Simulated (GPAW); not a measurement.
RuAu:

```
Ru Au
1.0
     3.16481    0.00000    0.00000
     0.00000    3.16481    0.00000
     0.00000    0.00000    3.16481
Ru Au
1 1
Cartesian
  0.0000 0.0000 0.0000
  1.5824 1.5824 1.5824
```

The cell was built by a generator and needn't be a form met in nature.

Base run:

```yaml
Program: GPAW 26.7.0
Functional: PBE
Potentials_or_basis: GPAW PAW data sets (gpaw-data 1.2.1)
Cutoff: 600 eV
Basis: pw
k_mesh: 8 × 8 × 8
Occupations: fermi-dirac, width 0.05 eV
Spin: no spin polarisation
```

Its results: pressure 2.0 GPa.

Task: The run is repeated on the same cell with these changes: functional from PBE to TPSS. What comes out?

Result: Pressure -3.7 GPa.

Caveats: with this Au data set, volumes or pressures lay over 1.5 % or 2 GPa off other programs in two to four cells of ten; the PAW data sets were made with another functional, which shifts forces and pressure a little (some runs).
